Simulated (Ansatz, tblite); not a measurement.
# MgI₂ with GFN2-xTB from a Python script

These are simulated results from tblite 0.8.0, not measurements. The cell began as a measured structure and was relaxed with r2SCAN+rVV10 in plane waves (Ansatz 0.2.0). All runs are without spin polarisation.

The symmetry is P-3m1 (No. 164, trigonal); a = 4.157 Å, c = 6.876 Å in the conventional setting, 34.29 Å³ an atom. Mg has 6 I at 2.92 Å; I has 3 Mg at 2.92 Å.

tblite solves periodic systems at the zone centre alone, so the script builds a cluster of 3×3×2 conventional cells (54 atoms), which folds in a coarse mesh of k points.

run.py reads:

```python
import json
from ase import Atoms
from ase.build import make_supercell
from ase.units import Bohr, GPa, Hartree
from tblite.interface import Calculator

atoms = Atoms(['Mg', 'I', 'I'],
              cell=[[4.156638, 0.0, 0.0], [-2.078319, 3.599754, -0.0], [0.0, 0.0, 6.875612]],
              scaled_positions=[[-0.0, -0.0, 0.0], [0.333333, 0.666667, 0.242574], [0.666667, 0.333333, 0.757426]],
              pbc=True)
cluster = make_supercell(atoms, [[3, 0, 0], [0, 3, 0], [0, 0, 2]])
calc = Calculator('GFN2-xTB', cluster.numbers, cluster.positions / Bohr, lattice=cluster.cell[:] / Bohr, periodic=cluster.pbc)
calc.set('temperature', 0.02 / Hartree)
calc.set('max-iter', 150)
res = calc.singlepoint()
levels = res.get('orbital-energies') * Hartree
nv = round(res.get('orbital-occupations').sum() / 2)
cells = len(cluster) // len(atoms)
out = {'energy_per_cell': res.get('energy') * Hartree / cells, 'homo': levels[nv - 1], 'lumo': levels[nv],
       'stress': (-res.get('virial') * Hartree / cluster.get_volume() / GPa).tolist(), 'charges': res.get('charges')[:len(atoms)].tolist(), 'electrons': 2 * nv / cells}
json.dump(out, open('results.json', 'w'))
for key, value in out.items():
    print(key, value)
```

Command: `python run.py`. It took 4.2 s on 1 thread of Arm Neoverse V2 (shared host), peak memory 0.12 GiB.

What it printed:

```
------------------------------------------------------------
  cycle        total energy    energy error   density error
------------------------------------------------------------
      1     -141.3969183961  -1.4156100E+02   6.5894853E-01
      2     -148.7804374278  -7.3835190E+00   1.0020998E+00
      3     -145.5717197779   3.2087176E+00   1.3423748E+00
      4     -144.1986259235   1.3730939E+00   8.4357503E-01
      5     -150.2431727754  -6.0445469E+00   2.2426585E-01
      6     -150.5018576984  -2.5868492E-01   5.4721946E-02
      7     -150.4988353579   3.0223404E-03   6.4537366E-02
      8     -150.5809317484  -8.2096390E-02   9.3041877E-03
      9     -150.5798169285   1.1148200E-03   6.9468947E-03
     10     -150.5745194006   5.2975279E-03   1.8792947E-02
     11     -150.5815311733  -7.0117727E-03   2.4183136E-03
     12     -150.5817045637  -1.7339045E-04   7.3872106E-04
     13     -150.5817144276  -9.8638745E-06   5.0055985E-04
     14     -150.5817194731  -5.0455172E-06   2.0142780E-04
     15     -150.5817198002  -3.2707973E-07   1.4846915E-04
     16     -150.5817199799  -1.7973889E-07   1.0352784E-04
     17     -150.5817201013  -1.2134370E-07   5.4223275E-05
     18     -150.5817201259  -2.4615474E-08   3.6313470E-05
     19     -150.5817201377  -1.1780429E-08   2.3602188E-05
     20     -150.5817201448  -7.1205193E-09   1.1162596E-05
------------------------------------------------------------

 total:                                   3.488 sec
energy_per_cell -227.64096194850967
homo -12.390354350017331
lumo -7.882747909875412
stress [[3.798406339434323, -0.00010704507414623669, 1.6414831962306114e-05], [-0.00010704507414628853, 3.7982837607992113, -1.393861787723361e-05], [1.6414831962282356e-05, -1.3938617877326614e-05, 0.04433586087593371]]
charges [0.44313685832839356, -0.2215773689203764, -0.22157514028900904]
electrons 16.0
```

The cycle table is in hartree for the whole cluster, and the lines after it are in eV (the energy for one cell). The printed stress is in GPa and positive in compression, and the pressure is its mean diagonal.

GFN2-xTB gives a gap of 4.51 eV. On the same cell, plane-wave PBE (Ansatz, 12×12×4 k points and the special points) gives a gap of 3.50 eV and r2SCAN a gap of 4.11 eV; on shared hosts these took about 10 and 26 core-seconds on the 3-atom cell, against 4.2 for the script. Spin-orbit coupling, left out in all these runs, can cut or reorder the gap by tenths of an eV, up to about 1 eV with Pb or Bi. xTB was fitted to molecules, so gaps, charges and pressures of solids can be far off, and the gap also depends on the size of the cluster.

The same script was run on cells scaled at fixed shape and fractional coordinates:

```json
{"volume (Å³/atom)": "30.18", "energy (meV/atom)": "125.7", "pressure (GPa, positive in compression)": "7.73", "gap (eV)": "4.72"}
{"volume (Å³/atom)": "32.24", "energy (meV/atom)": "46.2", "pressure (GPa, positive in compression)": "4.74", "gap (eV)": "4.66"}
{"volume (Å³/atom)": "34.29", "energy (meV/atom)": "0.0", "pressure (GPa, positive in compression)": "2.55", "gap (eV)": "4.51"}
{"volume (Å³/atom)": "36.35", "energy (meV/atom)": "-22.0", "pressure (GPa, positive in compression)": "0.94", "gap (eV)": "4.29"}
{"volume (Å³/atom)": "38.41", "energy (meV/atom)": "-25.2", "pressure (GPa, positive in compression)": "-0.35", "gap (eV)": "4.05"}
```

A Birch-Murnaghan fit puts the minimum at 37.79 Å³/atom, 10.2 % above the given cell, with a bulk modulus of 21.6 GPa at fixed shape.

xTB was fitted mostly to molecules, and a small cluster samples few k points, so gaps, pressures and kinks along a curve can be far from a solid's.

No spin-orbit coupling is included; it can move band edges with weight on the heavy atoms by tenths of an eV.
